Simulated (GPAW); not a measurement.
NbTe:

```xyz
2
Lattice="3.7030 0.0000 0.0000 -1.8515 3.2069 0.0000 0.0000 0.0000 3.6942" Properties=species:S:1:pos:R:3 pbc="T T T"
Te    1.8515    1.0690    0.0000
Nb    0.0000    0.0000    1.8471
```

The cell comes from a database or a generator and needn't be the stable form of this composition.

```yaml
Program: GPAW 26.7.0
Task: single point
Functional: PBE
Potentials_or_basis: GPAW PAW data sets (gpaw-data 1.2.1)
Cutoff: 600 eV
Basis: pw
k_mesh: 8 × 8 × 7
Occupations: fermi-dirac, width 0.05 eV
Spin: no spin polarisation
```

On this cell: pressure -1.5 GPa; largest force under 0.003 eV/Å; band gap on the k mesh none (metal or under the smearing width).

The same run follows on a disturbed copy (atoms moved at random, drawn with an rms of 0.05 Å):

```
Te Nb
1.0
     3.70297    0.00000    0.00000
    -1.85149    3.20687    0.00000
     0.00000    0.00000    3.69421
Te Nb
1 1
Cartesian
  1.8537 1.0567 -0.0208
  0.0075 -0.0087 1.8724
```

Q: What changes?

A: The energy (extrapolated to zero smearing) moves by +5.1 meV/atom; pressure -1.4 GPa; largest force 0.438 eV/Å; band gap on the k mesh none (metal or under the smearing width).

Forces in eV/Å, atoms in the order of the input:
```
Te   0.050  0.033  0.434
Nb  -0.050 -0.033 -0.434
```

Stress tensor (GPa, compression positive):
```
-1.43  0.12  0.03
 0.12 -1.58  0.02
 0.03  0.02 -1.14
```
